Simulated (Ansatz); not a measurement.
## C₂H₆ClSi, SMILES CC[SiH]Cl: a rigid scan of one bond length

Program: Ansatz's Python interface.

The script, `c2h6clsi_scan.py`:
```python
# -*- coding: utf-8 -*-
"""Stretching a bond of C2H6ClSi, the rest held rigid."""

import ansatz as az
import numpy as np

GEOMETRY = """
C    -1.04060    0.54610    0.46320
C     0.34100    0.07380    0.45300
Si    1.04710   -0.29460   -1.23390
Cl    0.16850   -1.88520   -2.04710
H    -1.17760    1.51380   -0.13830
H    -1.41820    0.80940    1.47470
H    -1.75140   -0.13920    0.02120
H     1.01650    0.83910    0.94240
H     0.39620   -0.81080    1.11340
H     2.50160   -0.70350   -1.04560
"""

molecule = az.Crystal.molecule()
for line in GEOMETRY.strip().splitlines():
    symbol, *xyz = line.split()
    molecule = molecule.atom(symbol, [float(v) for v in xyz])

symbols = [site.symbol for site in molecule.cartesian_sites]
start = np.array([site.position_ang for site in molecule.cartesian_sites])
axis = (start[8] - start[1]) / np.linalg.norm(start[8] - start[1])
moving = [8]
lengths, energies = [0.973, 1.017, 1.061, 1.105, 1.15, 1.194, 1.238, 1.304], []
for length in lengths:
    xyz = start.copy()
    xyz[moving] += (length - np.linalg.norm(start[8] - start[1])) * axis
    point = az.Crystal.molecule()
    for symbol, place in zip(symbols, xyz):
        point = point.atom(symbol, place.tolist())
    job = (
        point.calculation()
        .basis(gaussian="def2-SVP")
        .functional("pbe0", dispersion="d3bj")
        .spin("collinear", total=1)
    )
    report = job.run().report
    energies.append(report["free_energy_ev"])
    print(f"r = {length:6.3f} A  E = {energies[-1]:.5f} eV  <S^2> = {abs(report['mean_field']['state']['spin_squared']):.3f}")

# quartic fit about the minimum
fit = np.polynomial.Polynomial.fit(lengths, np.array(energies) - min(energies), 4).convert()
roots = [r.real for r in fit.deriv().roots() if abs(r.imag) < 1e-9 and fit.deriv(2)(r.real) > 0]
r_e = min(roots, key=lambda r: abs(r - lengths[int(np.argmin(energies))]))
print(f"minimum of the fit at {r_e:.4f} A, force constant {fit.deriv(2)(r_e):.2f} eV/A^2")
```

```console
$ python c2h6clsi_scan.py
r =  0.973 A  E = -22553.91184 eV  <S^2> = 0.752
r =  1.017 A  E = -22554.13387 eV  <S^2> = 0.752
r =  1.061 A  E = -22554.25197 eV  <S^2> = 0.752
r =  1.105 A  E = -22554.28891 eV  <S^2> = 0.752
r =  1.150 A  E = -22554.26167 eV  <S^2> = 0.752
r =  1.194 A  E = -22554.18621 eV  <S^2> = 0.752
r =  1.238 A  E = -22554.07414 eV  <S^2> = 0.752
r =  1.304 A  E = -22553.85728 eV  <S^2> = 0.752
minimum of the fit at 1.1068 A, force constant 32.22 eV/A^2
```

Reading the output:
- Total energies depend on the basis set; only differences at equal settings carry meaning.
- The rest of the molecule is held rigid at a force-field or estimated start geometry, and the basis set is modest; single-reference methods fail as a bond breaks.
- The species is open-shell (spin multiplicity 2).
- Timing: 43 s on 1 thread of Arm Neoverse V1, on a shared host, peak memory 0.32 GiB.

(A comment or docstring line of the script was reworded after the run, the code is as it ran; lines on the test bed's own set-up are left out of the output.)
